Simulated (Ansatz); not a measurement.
# C3H9FOSi: the cost of one run

Program: Ansatz 0.2.0. Level of theory: RKS PBE0-D4/6-31G*. These are calculated values, not measurements.

## 1. The system as given

Bond lengths: C1–Si2 1.852 Å, Si2–C3 1.842 Å, Si2–F4 1.648 Å, Si2–C5 1.892 Å, C5–O6 1.457 Å, C1–H7 1.129 Å, C1–H8 1.089 Å, C1–H9 1.052 Å, C3–H10 1.130 Å, C3–H11 1.057 Å, C3–H12 1.128 Å, C5–H13 1.075 Å, C5–H14 1.074 Å, O6–H15 0.992 Å. Angles (14 of 25 angles, heavy atoms first): C1–Si2–C3 109.6°, C1–Si2–F4 108.9°, C1–Si2–C5 112.6°, C3–Si2–F4 106.5°, C3–Si2–C5 109.9°, F4–Si2–C5 109.1°, Si2–C5–O6 117.9°, Si2–C1–H7 107.9°, Si2–C1–H8 108.5°, Si2–C1–H9 114.1°, Si2–C3–H10 109.9°, Si2–C3–H11 112.5°, Si2–C3–H12 110.8°, Si2–C5–H13 111.3°.

Coordinates:

```xyz
15

C    -0.9457   -1.1205    0.9861
Si    0.3604    0.0171    0.3306
C     1.5791   -0.9473   -0.6590
F     1.1915    0.6617    1.5989
C    -0.3548    1.4194   -0.7194
O    -1.2554    2.3643   -0.0723
H    -1.6748   -0.5028    1.5875
H    -1.5120   -1.5168    0.1445
H    -0.5829   -1.8621    1.6375
H     2.0524   -1.7455   -0.0147
H     1.1409   -1.4087   -1.5033
H     2.4447   -0.2956   -0.9733
H     0.4230    2.0476   -1.1154
H    -0.9107    1.0117   -1.5436
H    -1.9774    1.8268    0.3453
```

## 2. End point A

The input, input.yaml:

```yaml
crystal:
  periodic: [false, false, false]
  atoms:
    - { symbol: C, position_ang: [-0.9457, -1.1205, 0.9861] }
    - { symbol: Si, position_ang: [0.3604, 0.0171, 0.3306] }
    - { symbol: C, position_ang: [1.5791, -0.9473, -0.659] }
    - { symbol: F, position_ang: [1.1915, 0.6617, 1.5989] }
    - { symbol: C, position_ang: [-0.3548, 1.4194, -0.7194] }
    - { symbol: O, position_ang: [-1.2554, 2.3643, -0.0723] }
    - { symbol: H, position_ang: [-1.6748, -0.5028, 1.5875] }
    - { symbol: H, position_ang: [-1.512, -1.5168, 0.1445] }
    - { symbol: H, position_ang: [-0.5829, -1.8621, 1.6375] }
    - { symbol: H, position_ang: [2.0524, -1.7455, -0.0147] }
    - { symbol: H, position_ang: [1.1409, -1.4087, -1.5033] }
    - { symbol: H, position_ang: [2.4447, -0.2956, -0.9733] }
    - { symbol: H, position_ang: [0.423, 2.0476, -1.1154] }
    - { symbol: H, position_ang: [-0.9107, 1.0117, -1.5436] }
    - { symbol: H, position_ang: [-1.9774, 1.8268, 0.3453] }
basis:
  gaussian: { orbitals: "6-31G*" }
hamiltonian:
  xc: pbe0
  dispersion: d4
relax:
  f_tol: 0.015
  max_steps: 40
output:
  orbitals: {}
```

Command:

```bash
$ ansatz run input.yaml --threads 2 --pin off --max-ram 3072MiB --backend cpu --events-out ev --progress --plain --runs-dir out
```

What time and memory should one allow on 2 threads of Intel Xeon Platinum 8259CL at 2.50GHz (Skylake/Cascade Lake), shared host?

About 46 s, with a peak of 0.3 GiB.
